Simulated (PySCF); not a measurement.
# TaH2: structure of the doublet

Aim: relax TaH2 as a doublet from a side-on start, check by its vibrations whether the end is a minimum, and collect its spectrum and constants.

The runs use PySCF 2.14.0; PBE0, basis Ta def2-TZVP with ECP60, H def2-TZVP, scalar-relativistic core potentials, no spin–orbit coupling, density fitting.

## (1) Starting geometry

3 atoms, charge 0, spin multiplicity 2.

Bond lengths: Ta1–H2 1.816 Å, Ta1–H3 1.816 Å, H2–H3 0.840 Å. Angles: H2–Ta1–H3 26.8°, Ta1–H2–H3 76.6°, Ta1–H3–H2 76.6°.

```xyz
3
charge 0 multiplicity 2
Ta    0.0000    0.0000    0.0000
H     0.4200    0.0000    1.7664
H    -0.4200    0.0000    1.7664
```

## (2) The SCF at the typed geometry

One driver script runs all steps and calls PySCF; scf.py shows how it sets up the SCF of each step. The optimiser is the driver's own. After this first run the driver tries any further starts and a stability analysis.

File scf.py:

```python
from pyscf import gto, scf, dft
mol = gto.M(atom='''
Ta     0.000000     0.000000     0.000000
H      0.420000     0.000000     1.766350
H     -0.420000     0.000000     1.766350''',
    basis={'Ta': 'def2-TZVP', 'H': 'def2-TZVP'},
    ecp={'Ta': 'def2-TZVP'},
    charge=0, spin=1)
mf = dft.UKS(mol, xc='PBE0')
mf.grids.atom_grid = (50, 194)
aux = {'Ta': 'def2-universal-JKFIT', 'H': 'def2-universal-JKFIT'}
mf = mf.density_fit(auxbasis=aux)
mf.conv_tol = 1e-08
mf.diis_space = 10
mf.max_cycle = 60
mf.init_guess = 'minao'
mf.verbose = 4
mf.kernel()
```

Launch:

```console
> OMP_NUM_THREADS=2 python axn.py task.json out
```

The runs that follow: Relaxation: side-on start, doublet; Vibrations and properties at this point.

Before running it: what results should come out? Wanted: minimum; geometry; wavenumbers; dipole moment; highest occupied, lowest empty level; polar-tensor charge of Ta1; zero-point energy; atomisation energy; ⟨S²⟩.

The runs gave:

| quantity | value |
| --- | --- |
| minimum | broken-symmetry (Ms = 1/2), C2v |
| geometry | Ta–H 1.732 Å (×2); H–Ta–H 67.7° |
| wavenumbers (cm⁻¹) | 641 (a1), 1852 (b2), 1915 (a1) |
| dipole moment | 3.24 D |
| highest occupied, lowest empty level (either spin) | -5.07, -2.15 eV |
| polar-tensor charge of Ta1 | +0.43 e |
| zero-point energy | 26.4 kJ/mol |
| entropy at 298.15 K | 239.9 J/(mol K) |
| atomisation energy (no zero-point energy) | 483 kJ/mol |
| ⟨S²⟩ | 1.640 |

The molecule stays C2v, as typed, and the end point is a minimum. The determinant is spin-contaminated (⟨S²⟩ = 1.64 against 0.75), so it is no pure spin state. In the infrared the band at 1915 cm⁻¹ (a1, stretch) leads. The first SCF alone would have been 6 kJ/mol too high. Only this shape and spin were tried, so other structures or states may lie lower. Open d and f shells are described by one determinant, and the ground state may have another occupation or spin. Spin–orbit coupling, left out here, can matter for elements this heavy.
